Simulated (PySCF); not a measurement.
**One shape, several levels: C2H8BN (SMILES CB(C)N)**

Aim: a comparison of 6 runs (HF/STO-3G, HF/def2-SVP, B3LYP/6-31G*, PBE0/def2-SVP, CCSD(T)/3-21G) of C2H8BN. The job is set up through a Python script.

Program for the calculation: PySCF 2.14.0.

### 1 Starting point

C2H8BN: 12 atoms, total charge 0, spin state singlet. As SMILES, `CB(C)N`. Geometry: relaxed at PBE0-D4/def2-TZVP.

Bond lengths: C1–B2 1.578 Å, B2–C3 1.578 Å, B2–N4 1.398 Å, C1–H5 1.094 Å, C1–H6 1.095 Å, C1–H7 1.095 Å, C3–H8 1.095 Å, C3–H9 1.094 Å, C3–H10 1.095 Å, N4–H11 1.006 Å, N4–H12 1.006 Å. Some angles: C1–B2–C3 120.8°, C1–B2–N4 119.6°, C3–B2–N4 119.6°, B2–C1–H5 114.2°, B2–C1–H6 110.6°, B2–C1–H7 110.6°, B2–C3–H8 110.6°, B2–C3–H9 114.2°, B2–C3–H10 110.6°, B2–N4–H11 123.1°.

### 2 Energy and forces at HF/STO-3G (run 1)

File run.py:

```python
from pyscf import gto, scf

mol = gto.Mole()
mol.atom = '''
C     -0.719400     1.135700    -0.631400
B     -0.038800    -0.173400    -0.072200
C      1.011800    -0.099300     1.102600
N     -0.371000    -1.414200    -0.624300
H     -1.430100     0.959700    -1.443700
H     -1.250700     1.665100     0.166800
H      0.037800     1.837300    -0.997900
H      0.569500     0.371800     1.987000
H      1.412000    -1.070000     1.408100
H      1.858700     0.536300     0.821900
H     -1.032400    -1.523000    -1.374000
H      0.029500    -2.281200    -0.309000
'''
mol.verbose = 4
mol.basis = 'sto-3g'
mol.max_memory = 1860
mol.build()

myscf = scf.RHF(mol)
myscf.conv_tol = 1e-10
myscf.kernel()
if not myscf.converged:
    myscf = myscf.newton().run(myscf.mo_coeff, myscf.mo_occ)

e_final = myscf.e_tot
print('Final energy', e_final)
grad = myscf.nuc_grad_method().kernel()
myscf.analyze()
```

Command:

```sh
OMP_NUM_THREADS=1 python run.py
```

The log of the run:

```text
PySCF version 2.14.0

[... 64 lines left out ...]
converged SCF energy = -157.652382188003
[... 18 lines left out ...]
DFT Exchange-Correlation Energy =      -23.927512247703447
[... 8 lines left out ...]
MO #7   energy= -0.866520719060923 occ= 2
[... 6 lines left out ...]
MO #14  energy= -0.434659747113936 occ= 2
[... 6 lines left out ...]
MO #21  energy= 0.723959666487706  occ= 0
[... 6 lines left out ...]
MO #28  energy= 1.00438466291037   occ= 0
[... 43 lines left out ...]
Dipole moment(X, Y, Z, Debye): -0.30414, -1.14258, -0.50980
```

It took 1.6 s on 1 thread of Intel Xeon at 2.70GHz, shared host; peak memory 0.12 GiB.

### 3 Energy and forces at HF/def2-SVP (run 2)

File input.xyz:

```xyz
12

C     -0.719400     1.135700    -0.631400
B     -0.038800    -0.173400    -0.072200
C      1.011800    -0.099300     1.102600
N     -0.371000    -1.414200    -0.624300
H     -1.430100     0.959700    -1.443700
H     -1.250700     1.665100     0.166800
H      0.037800     1.837300    -0.997900
H      0.569500     0.371800     1.987000
H      1.412000    -1.070000     1.408100
H      1.858700     0.536300     0.821900
H     -1.032400    -1.523000    -1.374000
H      0.029500    -2.281200    -0.309000
```

File run.py:

```python
# CB(C)N
import pyscf.grad
from pyscf import gto

molecule = gto.M(
    atom='input.xyz',
    max_memory=1860,
    charge=0,
    basis='def2-svp',
    verbose=4,
)

mf = molecule.RHF()
mf.conv_tol = 1e-10
mf.kernel()
if not mf.converged:
    mf = mf.newton().run(mf.mo_coeff, mf.mo_occ)

e_final = mf.e_tot
print(f'total energy: {e_final:.8f} hartree')
grad = mf.Gradients().kernel()
dip = mf.dip_moment()
pop, q = mf.mulliken_pop()
```

Command:

```sh
OMP_NUM_THREADS=1 python run.py
```

The log of the run:

```text
PySCF version 2.14.0

[... 66 lines left out ...]
converged SCF energy = -159.480009033834
total energy: -159.48000903 hartree
[... 11 lines left out ...]
Dipole moment(X, Y, Z, Debye): -0.31124, -1.16812, -0.52076
[... 109 lines left out ...]
charge of   11H =      0.13550
```

Run time: 9.3 s. Hardware: 1 thread of Intel Xeon at 2.70GHz, shared host; peak memory 0.2 GiB.

Runs 3 to 5 aren't shown in full; the table further down has their settings and results.

### 4 The energy at CCSD(T)/3-21G (run 6)

File input.py:

```python
from pyscf import gto, scf, cc

mol = gto.M(
    atom='''
C   -0.719400   1.135700  -0.631400
B   -0.038800  -0.173400  -0.072200
C    1.011800  -0.099300   1.102600
N   -0.371000  -1.414200  -0.624300
H   -1.430100   0.959700  -1.443700
H   -1.250700   1.665100   0.166800
H    0.037800   1.837300  -0.997900
H    0.569500   0.371800   1.987000
H    1.412000  -1.070000   1.408100
H    1.858700   0.536300   0.821900
H   -1.032400  -1.523000  -1.374000
H    0.029500  -2.281200  -0.309000
''',
    verbose=3,
    basis='3-21g',
    charge=0,
    max_memory=1860,
)

mf = scf.RHF(mol)
mf.conv_tol = 1e-10
mf.kernel()
if not mf.converged:
    mf = mf.newton().run(mf.mo_coeff, mf.mo_occ)

mycc = cc.CCSD(mf, frozen=4)
mycc.kernel()
e_t = mycc.ccsd_t()
e_tot = mycc.e_tot + e_t
print(f'total energy: {e_tot:.8f} hartree')
dip = mf.dip_moment()
pop, q = mf.mulliken_pop()
```

Command:

```sh
OMP_NUM_THREADS=1 python input.py
```

The log of the run:

```text
converged SCF energy = -158.720765125261
[... 2 lines left out ...]
total energy: -159.11352298 hartree
Dipole moment(X, Y, Z, Debye): -0.33874, -1.27262, -0.56777
[... 65 lines left out ...]
charge of   11H =      0.31314
```

Wall time 3.6 s (1 thread of Intel Xeon at 2.70GHz, shared host); peak memory 0.16 GiB.

### 5 The series

```
run                               level  integration grid  Cartesian functions  energy (Eh)  dipole moment (D) of the reference  HOMO energy (eV)  LUMO energy (eV)  wall time
  1                           HF/STO-3G                 –                   no  -157.652382                                1.29             -9.75              9.34      1.6 s
  2                         HF/def2-SVP                 –                   no  -159.480009                                1.32            -11.41              4.56      9.3 s
  3  B3LYP/6-31G* (spherical functions)                 5                   no  -160.693293                                1.40             -7.41              1.52       25 s
  4  B3LYP/6-31G* (Cartesian functions)                 5                  yes  -160.696051                                1.40             -7.40              1.52       27 s
  5                       PBE0/def2-SVP                 5                   no  -160.378601                                1.42             -7.91              1.50       44 s
  6                       CCSD(T)/3-21G                 –                   no  -159.113523                                1.43            -11.23              5.77      3.6 s
```

### 6 Summary of results

```
                                          quantity          value
                               run 6: total energy  -159.11352 Eh
       run 6: dipole moment (Hartree–Fock density)         1.43 D
        run 6: HOMO energy (Hartree–Fock orbitals)      -11.23 eV
        run 6: LUMO energy (Hartree–Fock orbitals)        5.77 eV
      run 6: HOMO–LUMO gap (Hartree–Fock orbitals)       17.00 eV
run 6: correlation energy (4 core orbitals frozen)     -392.8 mEh
                             run 6: (T) correction      -9.17 mEh
                              run 6: T1 diagnostic          0.012
```

Over runs 1, 2, 3, 4, 5 the dipole moment (its size) runs from 1.29 D (HF/STO-3G) to 1.42 D (PBE0/def2-SVP). The two ends differ in method and basis. Over runs 1, 2, 3, 4, 5 the HOMO–LUMO gap runs from 8.93 eV (B3LYP/6-31G*) to 19.09 eV (HF/STO-3G). Totals of different functionals can't be ranked against each other. In run 1 the basis is minimal, so the values are rough. All runs together took 1.8 min, the longest 44 s.
